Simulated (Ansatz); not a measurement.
# HfB2: response to strain

HfB2 is deformed so: zz strain of -3 %. What stress and forces result, by LAPW, PAW and all-electron datasets made for the crystal?

Computed with Ansatz 0.2.0 (DFT PBEsol, scalar-relativistic, unless a step's input says otherwise).

### Step 1. The structure to begin with

Symmetry: P6/mmm, No. 191, hexagonal system. Conventional cell: a = 3.140 Å, b = 3.140 Å, c = 3.480 Å, α = 90.00°, β = 90.00°, γ = 120.00°. Hf (site symmetry 6/mmm) has 12 B at 2.51 Å as nearest neighbours. B (site symmetry -6m2) has 3 B at 1.81 Å and 6 Hf at 2.51 Å as nearest neighbours.

As a file:

```
CELL_PARAMETERS angstrom
3.14000 0.00000 0.00000
-1.57000 2.71932 0.00000
0.00000 0.00000 3.48000
ATOMIC_POSITIONS crystal
Hf 0.00000 0.00000 0.00000
B 0.33333 0.66667 0.50000
B 0.66667 0.33333 0.50000
```

Atoms are numbered in the order of the input: Hf1, B2, B3.

### Step 2. The deformed structure

Space group P6/mmm before, P6/mmm after.

### Step 3. All-electron LAPW

input.yaml

```yaml
crystal:
  lattice:
    - [3.1400001005, 0.0, 0.0]
    - [-1.5700000503, 2.7193198549, 0.0]
    - [0.0, 0.0, 3.3756]
  atoms:
    - { symbol: Hf, position: [0.0, 0.0, 0.0] }
    - { symbol: B, position: [0.3333333333, 0.6666666667, 0.5] }
    - { symbol: B, position: [0.6666666667, 0.3333333333, 0.5] }
kpoints:
  mp_grid: { grid: [13, 13, 11] }
  band_path:
    path:
      - [0.0, 0.0, 0.0]
      - [0.5, 0.0, 0.0]
      - [0.3333333333, 0.3333333333, 0.0]
      - [0.0, 0.0, 0.0]
      - [0.0, 0.0, 0.5]
      - [0.5, 0.0, 0.5]
      - [0.3333333333, 0.3333333333, 0.5]
      - [0.0, 0.0, 0.5]
      - [0.5, 0.0, 0.5]
    npoints: 5
scf:
  occupations: { method: fermi_dirac, width: 0.05 }
hamiltonian:
  xc: pbesol
  pseudopotentials: { kind: all_electron, lapw: { basis_error: 0.0005 } }
output:
  forces: true
  stress: true
  eigenvalues: true
```

Run with:

```sh
$ ansatz run input.yaml --threads 1 --pin off --max-ram 6144MiB --backend cpu --events-out ev --progress --plain --runs-dir out
```

### Step 4. PAW with frozen cores

input.yaml

```yaml
crystal:
  lattice:
    - [3.1400001005, 0.0, 0.0]
    - [-1.5700000503, 2.7193198549, 0.0]
    - [0.0, 0.0, 3.3756]
  atoms:
    - { symbol: Hf, position: [0.0, 0.0, 0.0] }
    - { symbol: B, position: [0.3333333333, 0.6666666667, 0.5] }
    - { symbol: B, position: [0.6666666667, 0.3333333333, 0.5] }
kpoints:
  mp_grid: { grid: [13, 13, 11] }
scf:
  occupations: { method: fermi_dirac, width: 0.05 }
hamiltonian:
  xc: pbesol
  pseudopotentials: { kind: paw }
output:
  forces: true
  stress: true
  eigenvalues: true
  efg: { contact_densities: true }
```

### Step 5. All-electron PAW on datasets made for the crystal

Edit input.yaml of step 4 so:

```diff
@@ -15,3 +15,3 @@
   xc: pbesol
-  pseudopotentials: { kind: paw }
+  pseudopotentials: { kind: all_electron, datasets: crystal }
 output:
```

(Steps that only read results are left out.)

Q: Predict the outcome of this session. Wanted: pressure; largest shear or deviatoric stress.

As calculated:

| quantity | value |
| --- | --- |
| pressure | LAPW 3.09, PAW 3.02, crystal datasets 3.09 GPa |
| largest shear or deviatoric stress (LAPW) | 5.98 GPa |

What this shows: The largest part of the stress beyond the pressure is 5.98 GPa in size, in the zz component; the atoms are carried along and not relaxed. No run of the undeformed cell stands beside it, so the pressure holds what the given cell had before the change. PAW: stress within 0.13 GPa of LAPW. Crystal datasets: stress within 0.01 GPa of LAPW. Spin-orbit coupling is left out, though the cell holds Hf; in elements this heavy it can shift bands and gaps by tenths of an eV.
